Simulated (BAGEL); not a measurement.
# CH3BrSi (SMILES C[Si]Br) at HF/STO-3G (density fitting with qzvpp-jkfit)

What is the vertical singlet–triplet gap of CH3BrSi at HF/STO-3G (density fitting with qzvpp-jkfit)? 

The calculation is run with BAGEL 1.2.2.

3 further runs of the same task are left out: 2 that didn't finish, 1 set aside as unsound or not needed. Runs told in other sessions of the task aren't counted.

**1. The molecule**

CH3BrSi: 6 atoms, total charge 0, spin state singlet. SMILES: `C[Si]Br`. Geometry: relaxed at PBE0-D4/def2-TZVP.

Bond lengths: C1–Si2 1.888 Å, Si2–Br3 2.264 Å, C1–H4 1.096 Å, C1–H5 1.093 Å, C1–H6 1.095 Å. Angles: C1–Si2–Br3 98.3°, Si2–C1–H4 110.1°, Si2–C1–H5 111.1°, Si2–C1–H6 110.6°, H4–C1–H5 108.9°, H4–C1–H6 106.8°, H5–C1–H6 109.1°.

**2. The energy at HF/STO-3G (density fitting with qzvpp-jkfit)**

input.json reads:

```json
{ "bagel" : [

{
  "title" : "molecule",
  "basis" : "sto-3g",
  "df_basis" : "qzvpp-jkfit",
  "angstrom" : true,
  "geometry" : [
    { "atom" : "C", "xyz" : [   -0.433600,    0.379100,   -0.206800 ] },
    { "atom" : "Si", "xyz" : [    0.012600,   -0.760500,    1.231000 ] },
    { "atom" : "Br", "xyz" : [    1.998300,   -1.515000,    0.446600 ] },
    { "atom" : "H", "xyz" : [    0.332000,    1.154200,   -0.325800 ] },
    { "atom" : "H", "xyz" : [   -1.402000,    0.859000,   -0.043400 ] },
    { "atom" : "H", "xyz" : [   -0.465200,   -0.180900,   -1.147800 ] }
  ]
},
{ "title" : "hf" },
{ "title" : "print", "file" : "orbitals.molden", "orbitals" : true }

]}
```

On the command line:

```sh
$ BAGEL_NUM_THREADS=1 BAGEL input.json > input.out
```

Log:

```text
* using 1 threads per process

  ===============================================================
  ===============================================================

  *** Geometry ***

  { "atom" : "C", "xyz" : [     -0.819385,      0.716395,     -0.390795 ] },
  { "atom" : "Si", "xyz" : [      0.023811,     -1.437137,      2.326253 ] },
  { "atom" : "Br", "xyz" : [      3.776240,     -2.862935,      0.843952 ] },
  { "atom" : "H", "xyz" : [      0.627389,      2.181122,     -0.615673 ] },
  { "atom" : "H", "xyz" : [     -2.649396,      1.623275,     -0.082014 ] },
  { "atom" : "H", "xyz" : [     -0.879101,     -0.341851,     -2.169028 ] },

  Number of auxiliary basis functions:      523

  Since a DF basis is specified, we compute 2- and 3-index integrals:
    o Being stored without compression. Storage requirement is 0.005 GB

  Number of basis functions:       35
  Number of electrons      :       58

    * METHOD: MOLECULE                             0.17

  *** RHF ***

  === Nuclear Repulsion ===
   207.7225896496

      * DIIS with orbital gradients will be used.

  === RHF iteration (sto-3g) ===
      0      -2869.39684011          0.00661142           0.03
      1      -2869.43245501          0.00136519           0.03
      2      -2869.43351986          0.00036133           0.03
      3      -2869.43365624          0.00008955           0.03
      4      -2869.43366447          0.00003261           0.03
      5      -2869.43366604          0.00000575           0.03
      6      -2869.43366608          0.00000111           0.03
      7      -2869.43366608          0.00000023           0.03
      8      -2869.43366608          0.00000004           0.03
      9      -2869.43366608          0.00000001           0.03
    * SCF iteration converged.

    * Permanent dipole moment:
           (    0.938011,    -0.423075,    -0.260593) a.u.

    * METHOD: HF                                   0.42

    * METHOD: PRINT                                0.00

  ===============================================================
```

It took 0.73 s on 1 thread of Arm Neoverse V2, shared host.

**3. The triplet, same level**

calc.json reads:

```json
{ "bagel": [

{
  "title": "molecule",
  "basis": "sto-3g",
  "df_basis": "qzvpp-jkfit",
  "angstrom": true,
  "geometry": [
    { "atom": "C", "xyz": [      -0.433600,       0.379100,      -0.206800 ] },
    { "atom": "Si", "xyz": [       0.012600,      -0.760500,       1.231000 ] },
    { "atom": "Br", "xyz": [       1.998300,      -1.515000,       0.446600 ] },
    { "atom": "H", "xyz": [       0.332000,       1.154200,      -0.325800 ] },
    { "atom": "H", "xyz": [      -1.402000,       0.859000,      -0.043400 ] },
    { "atom": "H", "xyz": [      -0.465200,      -0.180900,      -1.147800 ] }
  ]
},

{
  "title": "uhf",
  "nopen": 2
},

{
  "title": "print",
  "file": "orbitals.molden",
  "orbitals": true
}

]}
```

On the command line:

```sh
$ BAGEL_NUM_THREADS=1 BAGEL calc.json > calc.out
```

Log:

```text
* using 1 threads per process

  ===============================================================
  ===============================================================

  *** Geometry ***

  { "atom" : "C", "xyz" : [     -0.819385,      0.716395,     -0.390795 ] },
  { "atom" : "Si", "xyz" : [      0.023811,     -1.437137,      2.326253 ] },
  { "atom" : "Br", "xyz" : [      3.776240,     -2.862935,      0.843952 ] },
  { "atom" : "H", "xyz" : [      0.627389,      2.181122,     -0.615673 ] },
  { "atom" : "H", "xyz" : [     -2.649396,      1.623275,     -0.082014 ] },
  { "atom" : "H", "xyz" : [     -0.879101,     -0.341851,     -2.169028 ] },

  Number of auxiliary basis functions:      523

  Since a DF basis is specified, we compute 2- and 3-index integrals:
    o Being stored without compression. Storage requirement is 0.005 GB

  Number of basis functions:       35
  Number of electrons      :       58

    * METHOD: MOLECULE                             0.18

  *** Open-shell HF ***

  === Nuclear Repulsion ===
   207.7225896496

      * DIIS with orbital gradients will be used.

  === UHF iteration (sto-3g) ===
      0      -2869.32871056          0.01243873           0.06
      1      -2869.36836388          0.00453821           0.06
      2      -2869.37429080          0.00206018           0.05
      3      -2869.37647828          0.00118678           0.06
      4      -2869.37751296          0.00035190           0.06
      5      -2869.37773422          0.00011232           0.06
      6      -2869.37778297          0.00003805           0.05
      7      -2869.37779424          0.00001291           0.06
      8      -2869.37779537          0.00000589           0.06
      9      -2869.37779561          0.00000241           0.06
     10      -2869.37779563          0.00000084           0.06
     11      -2869.37779563          0.00000020           0.06
     12      -2869.37779563          0.00000007           0.06
     13      -2869.37779563          0.00000004           0.06
     14      -2869.37779563          0.00000002           0.06
     15      -2869.37779563          0.00000001           0.06
     16      -2869.37779563          0.00000000           0.06
    * SCF iteration converged.

    * S^2 (UHF) is 2.0024

    * Permanent dipole moment:
           (    1.127548,    -0.266239,    -0.717774) a.u.

    * METHOD: UHF                                  1.09

    * METHOD: PRINT                                0.00

  ===============================================================
```

It took 1.4 s on 1 thread of Arm Neoverse V2, shared host.

**4. What came out**

At HF/STO-3G (density fitting with qzvpp-jkfit):

| quantity | value |
| --- | --- |
| singlet: total energy | -2869.43367 Eh |
| singlet: dipole moment | 2.70 D |
| singlet: HOMO energy | -6.42 eV |
| singlet: LUMO energy | 5.14 eV |
| singlet: HOMO–LUMO gap | 11.56 eV |
| triplet: total energy | -2869.37780 Eh |
| triplet: dipole moment | 3.46 D |
| triplet: ⟨S²⟩ | 2.002 |
| vertical energy of the triplet above the singlet | 1.520 eV |

What this shows: At this shape the triplet lies 1.52 eV (35 kcal/mol) above the singlet. In a minimal basis such a difference can be off by several eV, whatever the method.
